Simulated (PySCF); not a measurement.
# C2H9NSi (SMILES CC[SiH2]N) at 4 levels

We compute a comparison of 4 runs (HF/STO-3G, HF/3-21G, PBE0/def2-SVP, TPSS/6-311G**) of C2H9NSi. 

The results are computed with PySCF 2.14.0.

**1. The molecule**

C2H9NSi: 13 atoms, total charge 0, spin state singlet. As SMILES, `CC[SiH2]N`. Geometry: relaxed at PBE0-D4/def2-TZVP. This is one conformer, not always the lowest.

Bond lengths: C1–C2 1.526 Å, C2–Si3 1.871 Å, Si3–N4 1.724 Å, C1–H5 1.093 Å, C1–H6 1.093 Å, C1–H7 1.093 Å, C2–H8 1.095 Å, C2–H9 1.097 Å, Si3–H10 1.498 Å, Si3–H11 1.490 Å, N4–H12 1.008 Å, N4–H13 1.007 Å. Some angles: C1–C2–Si3 113.2°, C2–Si3–N4 110.3°, C1–C2–H8 110.9°, C1–C2–H9 110.2°, Si3–C2–H8 108.1°, Si3–C2–H9 108.2°, C2–C1–H5 111.4°, C2–C1–H6 111.7°, C2–C1–H7 111.5°, C2–Si3–H10 107.4°.

**2. Energy and gradient at HF/STO-3G (run 1)**

run.py reads:

```python
# CC[SiH2]N
from pyscf import gto

molecule = gto.M(
    atom='''
C       -1.322200       1.330400      -0.520900
C       -0.660000       0.345600       0.438400
Si       0.768100      -0.585500      -0.331800
N        1.481600      -1.646200       0.824300
H       -1.733500       0.819400      -1.395700
H       -2.143200       1.870700      -0.043000
H       -0.608900       2.074000      -0.886100
H       -1.385200      -0.387200       0.807000
H       -0.287000       0.873700       1.324300
H        1.703700       0.431100      -0.911500
H        0.307900      -1.446900      -1.456800
H        1.890400      -1.272900       1.666400
H        2.008800      -2.440900       0.500200
''',
    verbose=4,
    basis='sto-3g',
    max_memory=1860,
)

mf = molecule.RHF()
mf.conv_tol = 1e-10
mf.kernel()
if not mf.converged:
    mf = mf.newton().run(mf.mo_coeff, mf.mo_occ)

e_final = mf.e_tot
print('E = %.10f Eh' % e_final)
grad = mf.nuc_grad_method().kernel()
mf.analyze()
```

Launch:

```bash
$ OMP_NUM_THREADS=1 python run.py
```

Standard output:

```text
PySCF version 2.14.0

[... 82 lines left out ...]
Two-electron Energy =                  331.708738885002560
[... 6 lines left out ...]
MO #3   energy= -11.032411664444   occ= 2
[... 4 lines left out ...]
MO #8   energy= -4.00026999879875  occ= 2
[... 4 lines left out ...]
MO #13  energy= -0.577080080961874 occ= 2
[... 4 lines left out ...]
MO #18  energy= -0.445376679426641 occ= 2
[... 4 lines left out ...]
MO #23  energy= 0.531734489105565  occ= 0
[... 4 lines left out ...]
MO #28  energy= 0.717530479519527  occ= 0
[... 4 lines left out ...]
MO #33  energy= 0.809670364353212  occ= 0
[... 49 lines left out ...]
Dipole moment(X, Y, Z, Debye):  0.82489,  0.19543,  0.03690
```

Wall time 3.6 s (1 thread of Intel Xeon at 2.50GHz (Skylake/Cascade Lake), shared host); peak memory 0.12 GiB.

**3. Energy and forces at HF/3-21G (run 2)**

run.py reads:

```python
from pyscf import gto, scf

molecule = gto.M(
    atom='''
C   -1.322200   1.330400  -0.520900
C   -0.660000   0.345600   0.438400
Si   0.768100  -0.585500  -0.331800
N    1.481600  -1.646200   0.824300
H   -1.733500   0.819400  -1.395700
H   -2.143200   1.870700  -0.043000
H   -0.608900   2.074000  -0.886100
H   -1.385200  -0.387200   0.807000
H   -0.287000   0.873700   1.324300
H    1.703700   0.431100  -0.911500
H    0.307900  -1.446900  -1.456800
H    1.890400  -1.272900   1.666400
H    2.008800  -2.440900   0.500200
''',
    basis='3-21g',
    verbose=4,
    max_memory=1860,
)

myscf = scf.RHF(molecule)
myscf.conv_tol = 1e-10
myscf.kernel()
if not myscf.converged:
    myscf = myscf.newton().run(myscf.mo_coeff, myscf.mo_occ)

e_final = myscf.e_tot
print('E(%s) = %.9f' % ('HF', e_final))
grad = myscf.nuc_grad_method().kernel()
myscf.analyze()
```

Launch:

```bash
$ OMP_NUM_THREADS=1 python run.py
```

Standard output:

```text
PySCF version 2.14.0

[... 67 lines left out ...]
converged SCF energy = -422.104189939998
[... 22 lines left out ...]
MO #2   energy= -15.4459204081114  occ= 2
[... 7 lines left out ...]
MO #10  energy= -1.0217034786151   occ= 2
[... 7 lines left out ...]
MO #18  energy= -0.493149356971562 occ= 2
[... 7 lines left out ...]
MO #26  energy= 0.316307368663318  occ= 0
[... 7 lines left out ...]
MO #34  energy= 0.522457527320348  occ= 0
[... 7 lines left out ...]
MO #42  energy= 1.14836615452568   occ= 0
[... 7 lines left out ...]
MO #50  energy= 1.40799311617556   occ= 0
[... 7 lines left out ...]
MO #58  energy= 2.61870975308364   occ= 0
[... 74 lines left out ...]
Dipole moment(X, Y, Z, Debye):  0.91709,  0.03214,  0.72172
```

Run time: 4.8 s. Hardware: 1 thread of Intel Xeon at 2.50GHz (Skylake/Cascade Lake), shared host; peak memory 0.13 GiB.

Run 3 isn't shown in full; the table further down has it.

**4. Energy and forces at TPSS/6-311G(d,p) (run 4)**

mol.xyz reads:

```xyz
13
C2H9NSi
C     -1.322200     1.330400    -0.520900
C     -0.660000     0.345600     0.438400
Si     0.768100    -0.585500    -0.331800
N      1.481600    -1.646200     0.824300
H     -1.733500     0.819400    -1.395700
H     -2.143200     1.870700    -0.043000
H     -0.608900     2.074000    -0.886100
H     -1.385200    -0.387200     0.807000
H     -0.287000     0.873700     1.324300
H      1.703700     0.431100    -0.911500
H      0.307900    -1.446900    -1.456800
H      1.890400    -1.272900     1.666400
H      2.008800    -2.440900     0.500200
```

job.py reads:

```python
import pyscf.grad
from pyscf import gto, dft

system = gto.M(
    atom='mol.xyz',
    spin=0,
    verbose=4,
    max_memory=1860,
    basis='6-311g**',
)

myscf = dft.RKS(system)
myscf.xc = 'tpss'
myscf.conv_tol = 1e-10
myscf.grids.level = 5
myscf.kernel()
if not myscf.converged:
    myscf = myscf.newton().run(myscf.mo_coeff, myscf.mo_occ)

energy = myscf.e_tot
print('E = %.10f Eh' % energy)
grad = myscf.Gradients().kernel()
myscf.analyze()
```

Launch:

```bash
$ OMP_NUM_THREADS=1 python job.py
```

Standard output:

```text
PySCF version 2.14.0

[... 102 lines left out ...]
Two-electron Energy =                  329.773646650730484
[... 18 lines left out ...]
MO #15  energy= -0.385237178572921 occ= 2
[... 16 lines left out ...]
MO #32  energy= 0.131978807072712  occ= 0
[... 16 lines left out ...]
MO #49  energy= 0.566621732913536  occ= 0
[... 16 lines left out ...]
MO #66  energy= 1.14490759443358   occ= 0
[... 16 lines left out ...]
MO #83  energy= 1.67545307103518   occ= 0
[... 16 lines left out ...]
MO #100 energy= 2.3838733553808    occ= 0
[... 16 lines left out ...]
MO #117 energy= 3.04134351621924   occ= 0
[... 16 lines left out ...]
MO #134 energy= 141.06478953264    occ= 0
[... 150 lines left out ...]
Dipole moment(X, Y, Z, Debye):  0.62679, -0.11299,  0.89163
```

It took 3 min on 1 thread of Intel Xeon at 2.50GHz (Skylake/Cascade Lake), shared host; peak memory 1.5 GiB.

**5. The series**

| run | level | integration grid | energy (Eh) | dipole moment (D) | HOMO energy (eV) | LUMO energy (eV) | wall time |
| --- | --- | --- | --- | --- | --- | --- | --- |
| 1 | HF/STO-3G | – | -419.419593 | 0.85 | -8.04 | 13.57 | 3.6 s |
| 2 | HF/3-21G | – | -422.104190 | 1.17 | -10.22 | 5.29 | 4.8 s |
| 3 | PBE0/def2-SVP | 5 | -425.419118 | 1.13 | -6.99 | 1.34 | 70 s |
| 4 | TPSS/6-311G** | 5 | -425.993334 | 1.10 | -5.80 | 0.28 | 3 min |

**6. Results**

| quantity | value |
| --- | --- |
| run 4: total energy | -425.99333 Eh |
| run 4: dipole moment | 1.10 D |
| run 4: HOMO energy | -5.80 eV |
| run 4: LUMO energy | 0.28 eV |
| run 4: HOMO–LUMO gap | 6.07 eV |
| run 4: largest force on an atom | 0.447 eV/Å |

The dipole moment (its size) runs from 0.85 D (HF/STO-3G) to 1.17 D (HF/3-21G). The HOMO–LUMO gap runs from 6.07 eV (TPSS/6-311G**) to 21.60 eV (HF/STO-3G). The two ends differ in method and basis. Totals of different functionals can't be ranked against each other. In run 1 the basis is minimal, so the values are rough. All runs together took 4.3 min, the longest 3 min.
